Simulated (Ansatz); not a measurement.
# C2H6O2Si: how energies converge with the basis set

An exercise on one series of results from a longer session: the logs are not shown, and one member is left open.

Method: one geometry, several basis sets; program: Ansatz 0.2.0, Gaussian basis.

Levels to be run: PBE0-D4/def2-SVP; ωB97M-V/def2-SVP; PBE0-D4/def2-QZVPP; ωB97M-V/def2-QZVPP; the functionals' def2-TZVPP values are taken from earlier runs.

## The geometry

An earlier PBE0-D4 in a triple-zeta def2 set relaxation fixed the geometry.

SMILES `C[SiH](O)C=O`, 11 atoms, charge 0, spin multiplicity 1.

Atoms are counted from 1 here; the program's logs count them from 0.

Bond lengths: C1–Si2 1.857 Å, C1–H6 1.092 Å, C1–H7 1.093 Å, C1–H8 1.093 Å, Si2–O3 1.639 Å, Si2–C4 1.925 Å, Si2–H9 1.489 Å, O3–H10 0.964 Å, C4–O5 1.211 Å, C4–H11 1.115 Å. Angles: Si2–C1–H6 111.2°, Si2–C1–H7 110.1°, Si2–C1–H8 110.7°, H6–C1–H7 108.2°, H6–C1–H8 108.6°, H7–C1–H8 107.8°, C1–Si2–O3 112.3°, C1–Si2–C4 111.6°, C1–Si2–H9 110.0°, O3–Si2–C4 103.2°, O3–Si2–H9 111.6°, C4–Si2–H9 107.9°, Si2–O3–H10 112.3°, Si2–C4–O5 118.0°, Si2–C4–H11 123.2°, O5–C4–H11 118.8°.

Set-up of the first run:

File in.yaml:

```yaml
crystal:
  periodic: [false, false, false]
  atoms:
    - {symbol: C, position_ang: [-0.779111, 1.235793, 0.656967]}
    - {symbol: Si, position_ang: [0.265437, -0.286893, 0.455358]}
    - {symbol: O, position_ang: [1.858147, 0.067673, 0.295751]}
    - {symbol: C, position_ang: [-0.143705, -1.216162, -1.180104]}
    - {symbol: O, position_ang: [0.753669, -1.390785, -1.974661]}
    - {symbol: H, position_ang: [-0.667485, 1.907792, -0.196533]}
    - {symbol: H, position_ang: [-0.483624, 1.778248, 1.558384]}
    - {symbol: H, position_ang: [-1.835097, 0.970575, 0.757068]}
    - {symbol: H, position_ang: [0.023592, -1.223386, 1.587911]}
    - {symbol: H, position_ang: [2.235209, -0.300345, -0.511982]}
    - {symbol: H, position_ang: [-1.161532, -1.599610, -1.427460]}
basis:
  gaussian: {orbitals: def2-SVP}
hamiltonian: {xc: pbe0, dispersion: d4}
output: {orbitals: {seedname: orbitals}}
```

Steps of the session up to this table: PBE0-D4 in def2-SVP; ωB97M-V in def2-SVP; PBE0-D4 in def2-QZVPP; ωB97M-V in def2-QZVPP.

One table of the session follows, with a row left open; its other results are not shown here.

It belongs to the step «Functionals by basis». 

| functional | basis | HOMO (eV) |
| --- | --- | --- |
| PBE0-D4 | def2-SVP | -7.02 |
| PBE0-D4 | def2-TZVPP | -7.15 |
| PBE0-D4 | def2-QZVPP | -7.18 |
| ωB97M-V | def2-SVP | -9.32 |
| ωB97M-V | def2-TZVPP | -9.46 |
| ωB97M-V | def2-QZVPP | ? |

**Question.** Estimate the row for ωB97M-V, def2-QZVPP.

As computed: HOMO (eV): -9.50. In the column «HOMO (eV)» it is the lowest.
